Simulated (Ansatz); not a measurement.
# C4H2F8: up Jacob's ladder to CCSD(T)

An exercise on one series of results from a longer session: the logs are not shown, and one member is left open.

Program: Ansatz 0.2.0, Gaussian basis. Level of theory: functionals in def2-TZVPP, the program's frozen cores in correlated methods. These are calculated values, not measurements.

Plan: LDA (SPW92), PBE-D4, revPBE-D4, BLYP-D4, r2SCAN-D4, B97M-V, PBE0-D4, B3LYP-D4, r2SCANh-D4, r2SCAN0-D4, HSE06-D4, BHLYP-D4, CAM-B3LYP-D4, LC-ωPBE, ωB97X-V, ωB97M-V, B2PLYP, PBE-QIDH; CCSD(T)/def2-SVP; CCSD(T)/def2-TZVPP; MP2/def2-QZVPP; extrapolation to the limit; RPA on PBE.

### The geometry

All runs share one geometry, relaxed beforehand with PBE0-D4 in a triple-zeta def2 set.

SMILES `FCC(F)(F)C(F)(F)C(F)(F)F`, 14 atoms, charge 0, spin multiplicity 1.

Atoms are counted from 1 here; the program's logs count them from 0.

Bond lengths: F1–C2 1.365 Å, C2–C3 1.520 Å, C2–H13 1.092 Å, C2–H14 1.092 Å, C3–F4 1.346 Å, C3–F5 1.346 Å, C3–C6 1.547 Å, C6–F7 1.345 Å, C6–F8 1.344 Å, C6–C9 1.551 Å, C9–F10 1.328 Å, C9–F11 1.324 Å, C9–F12 1.324 Å. Angles: F1–C2–C3 108.5°, F1–C2–H13 109.4°, F1–C2–H14 109.4°, C3–C2–H13 109.5°, C3–C2–H14 109.5°, H13–C2–H14 110.3°, C2–C3–F4 110.0°, C2–C3–F5 110.0°, C2–C3–C6 111.3°, F4–C3–F5 107.9°, F4–C3–C6 108.7°, F5–C3–C6 108.8°, C3–C6–F7 108.3°, C3–C6–F8 108.3°, C3–C6–C9 116.5°, F7–C6–F8 108.5°, F7–C6–C9 107.5°, F8–C6–C9 107.5° and more.

The first run:

File in.yaml:

```yaml
crystal:
  periodic: [false, false, false]
  atoms:
    - {symbol: F, position_ang: [-1.597944, 0.946067, 2.414751]}
    - {symbol: C, position_ang: [-0.407297, 0.757865, 1.774452]}
    - {symbol: C, position_ang: [-0.683088, 0.129736, 0.418068]}
    - {symbol: F, position_ang: [-1.326097, -1.041971, 0.575731]}
    - {symbol: F, position_ang: [-1.471012, 0.940033, -0.313129]}
    - {symbol: C, position_ang: [0.628594, -0.124657, -0.361781]}
    - {symbol: F, position_ang: [1.270901, 1.048194, -0.502378]}
    - {symbol: F, position_ang: [1.400231, -0.948538, 0.368172]}
    - {symbol: C, position_ang: [0.484984, -0.749305, -1.774678]}
    - {symbol: F, position_ang: [1.698744, -0.909774, -2.289927]}
    - {symbol: F, position_ang: [-0.107805, -1.931777, -1.710127]}
    - {symbol: F, position_ang: [-0.212410, 0.044409, -2.572991]}
    - {symbol: H, position_ang: [0.087736, 1.721276, 1.636923]}
    - {symbol: H, position_ang: [0.221664, 0.089142, 2.365712]}
basis:
  gaussian: {orbitals: def2-TZVPP}
hamiltonian: {xc: lda}
output: {orbitals: {seedname: orbitals}}
```

On the command line:

```
$ ansatz run in.yaml --threads 4 --pin off --events-out ev --progress --plain --max-ram 46080MiB --backend cuda --devices 0, --max-vram 37GiB
```

Steps of the session up to this table: LDA; PBE-D4 (GGA); revPBE-D4 (GGA); BLYP-D4 (GGA); r2SCAN-D4 (meta-GGA); B97M-V (meta-GGA); PBE0-D4 (hybrid); B3LYP-D4 (hybrid); r2SCANh-D4 (hybrid); r2SCAN0-D4 (hybrid); HSE06-D4 (hybrid); BHLYP-D4 (hybrid); CAM-B3LYP-D4 (range-separated); LC-ωPBE (range-separated); ωB97X-V (range-separated); ωB97M-V (range-separated); B2PLYP (double hybrid); PBE-QIDH (double hybrid).

One table of the session follows, with a row left open; its other results are not shown here.

It belongs to the step «Frontier levels by functional». 

| functional | HOMO (eV) | LUMO (eV) | gap (eV) |
| --- | --- | --- | --- |
| LDA (SPW92) | -8.43 | -0.97 | 7.46 |
| PBE-D4 | -8.18 | -0.56 | 7.62 |
| revPBE-D4 | -8.08 | -0.40 | 7.68 |
| BLYP-D4 | -8.18 | -0.46 | 7.72 |
| r2SCAN-D4 | -8.59 | -0.24 | 8.35 |
| B97M-V | -8.77 | -0.20 | 8.57 |
| PBE0-D4 | -10.00 | 0.56 | 10.55 |
| B3LYP-D4 | -9.81 | 0.25 | 10.06 |
| r2SCANh-D4 | -9.27 | 0.16 | 9.42 |
| r2SCAN0-D4 | -10.27 | 0.75 | 11.02 |
| HSE06-D4 | -9.58 | 0.17 | 9.76 |
| BHLYP-D4 | ? | ? | ? |
| CAM-B3LYP-D4 | -11.58 | 1.63 | 13.21 |
| LC-ωPBE | -12.78 | 2.97 | 15.75 |
| ωB97X-V | -12.46 | 2.86 | 15.32 |
| ωB97M-V | -12.38 | 2.58 | 14.96 |

**Question.** Estimate the row for BHLYP-D4.

Worked estimate for «HOMO (eV)». Against the share of exact exchange, BLYP-D4 (0, -8.18), B3LYP-D4 (0.2, -9.81) give a slope of -8.15 per unit share; at 0.5 the line stands at -12.25.

As computed: HOMO (eV): -11.83; LUMO (eV): 1.64; gap (eV): 13.47. In «HOMO (eV)» the line misses by -0.42.
